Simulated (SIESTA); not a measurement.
The system is Bi3O2.

```
Bi O
1.0
    -1.97557    1.97557    7.12891
     1.97557   -1.97557    7.12891
     1.97557    1.97557   -7.12891
Bi O
3 2
Direct
  0.00000 0.00000 0.00000
  0.66077 0.66077 0.00000
  0.33923 0.33923 0.00000
  0.75000 0.25000 0.50000
  0.25000 0.75000 0.50000
```

The cell comes from a database or a generator and needn't be the stable form of this composition.

```yaml
Program: SIESTA 5.4.2
Task: single point
Functional: PBEsol
Potentials_or_basis: PseudoDojo 0.4 standard (PBEsol files)
Basis: DZP (energy shift 0.003 Ry; two zetas on semicore shells)
Grid_cutoff: 800 Ry
Energy_shift: 0.003 Ry
k_mesh: 9 × 9 × 9
Occupations: fermi-dirac, width 0.05 eV
Spin: no spin polarisation
```

On this cell: pressure -1.1 GPa; largest force 0.248 eV/Å; band gap on the k mesh none (metal or under the smearing width).

The same run follows on a disturbed copy (atoms moved at random, drawn with an rms of 0.05 Å):

```
Bi O
1.0
    -1.97557    1.97557    7.12891
     1.97557   -1.97557    7.12891
     1.97557    1.97557   -7.12891
Bi O
3 2
Direct
  0.00121 0.00164 0.00314
  0.65144 0.66843 0.99519
  0.33875 0.34071 0.01082
  0.76047 0.24342 0.50573
  0.26062 0.75194 0.50554
```

Problem. What changes?

Solution. The energy (extrapolated to zero smearing) moves by +19.2 meV/atom; pressure 0.9 GPa; largest force 1.286 eV/Å; band gap on the k mesh none (metal or under the smearing width).

Forces on the atoms (eV/Å):
```
Bi  -0.030  0.036  0.087
Bi  -0.181  0.286 -0.925
Bi  -0.184  0.058  1.271
O    0.254 -0.220 -0.009
O    0.140 -0.159 -0.425
```

Stress tensor (GPa, compression positive):
```
 1.44  0.05  0.04
 0.05 -0.07 -0.40
 0.04 -0.40  1.34
```

Caveats: spin-orbit coupling is left out, which moves the levels of the heavy elements; the basis of atomic orbitals isn't converged, which shifts pressures, moduli and gaps; an odd number of electrons without spin polarisation forces a metal; a magnetic or distorted state may lie lower.
